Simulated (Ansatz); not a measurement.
Working through relaxations under a series of pressures of Rb3ClO, space group Pm-3m

Computed with Ansatz 0.2.0, Python API.

Run as a notebook:

```python
import warnings

import ansatz as az
import numpy as np
```

```python
config = {
    "kmesh": (4, 4, 4),
    "occupations": "fixed",
    "functional": "LDA",
    "cutoff_ev": 450,
}
```

```python
def edges_and_angles(cell):
    cell = np.asarray(cell)
    a, b, c = np.linalg.norm(cell, axis=1)
    cosines = cell[1] @ cell[2] / (b * c), cell[0] @ cell[2] / (a * c), cell[0] @ cell[1] / (a * b)
    return (a, b, c, *np.degrees(np.arccos(cosines)))
```

```python
warnings.simplefilter("ignore", az.DeckWarning)
```

```python
vectors = np.array([
    [5.533679, 0.0, 0.0],
    [0.0, 5.533679, 0.0],
    [0.0, 0.0, 5.533679],
])
system = (
    az.Lattice.of(vectors)
    .atom("Rb", [0.0, 0.0, 0.5])
    .atom("Rb", [0.0, 0.5, 0.0])
    .atom("Rb", [0.5, 0.0, 0.0])
    .atom("Cl", [0.5, 0.5, 0.5])
    .atom("O", [0.0, 0.0, 0.0])
)

calc = system.calculation()
calc = calc.kpoints(mesh=config["kmesh"])
calc = calc.occupations(config["occupations"])
calc = calc.functional(config["functional"])
calc = calc.basis(config["cutoff_ev"])

rows = []
for pressure in [0, 5, 10, 20]:
    outcome = calc.relax(cell=True, pressure=pressure, force_tolerance=0.005, max_steps=60).run(threads=1)
    cell = outcome.lattice.cell_ang
    n_atoms = len(outcome.lattice.sites)
    volume = abs(np.linalg.det(cell)) / n_atoms
    enthalpy = outcome.report["free_energy_ev"] / n_atoms + pressure * volume / 160.21766
    rows.append((pressure, volume, enthalpy, *edges_and_angles(cell)))
    print(f"{pressure} GPa done: {volume:.4f} A^3/atom")
```

    0 GPa done: 29.3074 A^3/atom
    5 GPa done: 25.2505 A^3/atom
    10 GPa done: 23.0449 A^3/atom
    20 GPa done: 20.4139 A^3/atom

```python
print(" P (GPa)  V (A^3/atom)  H (eV/atom)     a       b       c")
for row in rows:
    print("{:8.1f} {:12.4f} {:14.5f} {:7.4f} {:7.4f} {:7.4f}".format(*row[:6]))
p, v = np.array([row[0] for row in rows], float), np.array([row[1] for row in rows])
print("mean bulk modulus between rows (GPa):", np.round(-np.diff(p) / np.diff(np.log(v)), 1))
```

     P (GPa)  V (A^3/atom)  H (eV/atom)     a       b       c
         0.0      29.3074    -2223.16742  5.2721  5.2721  5.2721
         5.0      25.2505    -2222.32502  5.0166  5.0166  5.0166
        10.0      23.0449    -2221.57471  4.8661  4.8661  4.8661
        20.0      20.4139    -2220.22679  4.6734  4.6734  4.6734
    mean bulk modulus between rows (GPa): [33.6 54.7 82.5]

The volume falls from 29.31 Å³ an atom at 0 GPa to 20.41 at 20 GPa, by 30.3 %. Between 0 and 5 GPa, -V dP/dV is about 34 GPa, a mean over that step.

What to keep in mind:
- Absolute energies stand on the zero of these potentials, so only differences at equal settings mean something.
- At a fixed pressure a relaxation lowers the enthalpy F + PV, while F alone can rise.
- This cell is a computed structure, which may not be the phase found in nature.
- Symmetry holds the cell in this phase, whether or not it is the stable one at each pressure.
- Finished in 65 s on 1 thread of Arm Neoverse V1, with other jobs on the host, peak memory 0.44 GiB.
